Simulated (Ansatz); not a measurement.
# HTi: the cost of one run

Program: Ansatz 0.2.0, Gaussian basis. Level of theory: def2-QZVPP, core rule «outside noble gas», up to 9 orbitals frozen. These are calculated values, not measurements.

Plan: UHF; ROHF; CCSD(T) on UHF.

## 1. The geometry

The geometry is a PBE0/def2-TZVP stationary point (not a proven minimum) of the parent state, kept for this charge and spin.

2 atoms, charge 0, spin multiplicity 6.

Atoms are counted from 1 here; the program's logs count them from 0.

Bond lengths: Ti1–H2 1.754 Å.

Coordinates:

```
Ti    0.00000    0.00000    0.00000
H     0.00000    0.00000    1.75397
```

## 2. UHF

The input, in.yaml:

```yaml
crystal:
  periodic: [false, false, false]
  atoms:
    - {symbol: Ti, position_ang: [0.000000, 0.000000, 0.000000]}
    - {symbol: H, position_ang: [0.000000, 0.000000, 1.753968]}
basis:
  gaussian: {orbitals: "def2-QZVPP.json"}
magnetization: {spin_polarized: true, initial_magnetization: 5}
hamiltonian: {xc: hf}
output: {orbitals: {seedname: orbitals}}
```

Launch:

```console
> ansatz run in.yaml --threads 1 --pin off --events-out ev --progress --plain --max-ram 4096MiB --backend cpu
```

Q: Estimate wall time and peak memory on 1 thread of AMD EPYC 7R13, shared host.

About 13 s, with a peak of 0.26 GiB.
